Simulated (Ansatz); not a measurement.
**MoH₃O₃F₃: small, medium and large basis sets**

Aim: see how fast density functionals converge with the basis set for MoH₃O₃F₃.

The runs use Ansatz 0.2.0, Gaussian basis; one geometry, several basis sets.

Levels to be run: PBE0-D4/def2-SVP; ωB97M-V/def2-SVP; PBE0-D4/def2-QZVPP; ωB97M-V/def2-QZVPP; the functionals' def2-TZVPP values are taken from earlier runs.

### Step 1. The geometry

All runs share one geometry, relaxed beforehand with PBE0-D4 in a triple-zeta def2 set. Mo takes the def2 core potential; no spin-orbit term is included.

SMILES `[OH][Mo]([OH])([OH])([F])([F])[F]`, 10 atoms, charge 0, spin multiplicity 1.

Atoms are counted from 1 here; the program's logs count them from 0.

Bond lengths: O1–Mo2 1.844 Å, O1–H8 0.964 Å, Mo2–O3 1.844 Å, Mo2–O4 1.846 Å, Mo2–F5 1.838 Å, Mo2–F6 1.914 Å, Mo2–F7 1.868 Å, O3–H9 0.964 Å, O4–H10 0.962 Å. Angles: Mo2–O1–H8 120.9°, O1–Mo2–O3 158.6°, O1–Mo2–O4 100.7°, O1–Mo2–F5 90.2°, O1–Mo2–F6 79.5°, O1–Mo2–F7 91.4°, O3–Mo2–O4 100.7°, O3–Mo2–F5 90.2°, O3–Mo2–F6 79.4°, O3–Mo2–F7 91.4°, O4–Mo2–F5 88.2°, O4–Mo2–F6 170.9°, O4–Mo2–F7 83.2°, F5–Mo2–F6 100.9°, F5–Mo2–F7 171.5°, F6–Mo2–F7 87.6°, Mo2–O3–H9 120.9°, Mo2–O4–H10 124.7°.

### Step 2. PBE0-D4 in def2-SVP

Input file in.yaml:

```yaml
crystal:
  periodic: [false, false, false]
  atoms:
    - {symbol: O, position_ang: [-1.677907, -0.611696, 0.416714]}
    - {symbol: Mo, position_ang: [-0.044241, 0.050370, -0.123508]}
    - {symbol: O, position_ang: [1.454390, 1.124269, -0.133031]}
    - {symbol: O, position_ang: [0.311301, -1.047344, -1.563819]}
    - {symbol: F, position_ang: [-0.886134, 1.202355, -1.282643]}
    - {symbol: F, position_ang: [-0.266938, 0.978405, 1.536060]}
    - {symbol: F, position_ang: [0.859055, -1.277537, 0.829755]}
    - {symbol: H, position_ang: [-2.080729, -0.321362, 1.242739]}
    - {symbol: H, position_ang: [1.629989, 1.735151, 0.591448]}
    - {symbol: H, position_ang: [0.784314, -1.883911, -1.510815]}
basis:
  gaussian: {orbitals: def2-SVP}
hamiltonian: {xc: pbe0, dispersion: d4}
output: {orbitals: {seedname: orbitals}}
```

Launch:

```sh
ansatz run in.yaml --threads 8 --pin off --events-out ev --progress --plain --max-ram 20889MiB
```

The runs that follow: ωB97M-V in def2-SVP; PBE0-D4 in def2-QZVPP; ωB97M-V in def2-QZVPP.

**Question.** What will the summary of the whole plan be? Wanted: PBE0-D4: double and triple zeta above quadruple; ωB97M-V: double and triple zeta above quadruple.

**Answer**, as computed:

```
                                       quantity           value
PBE0-D4: double and triple zeta above quadruple  19.40, 0.89 eV
ωB97M-V: double and triple zeta above quadruple  19.76, 0.86 eV
```

**Reading.** PBE0-D4 gains 18.51 eV from double to triple zeta, then 0.89 eV more. These are total energies; as a rule much of such shifts cancels in differences, which this series doesn't test.
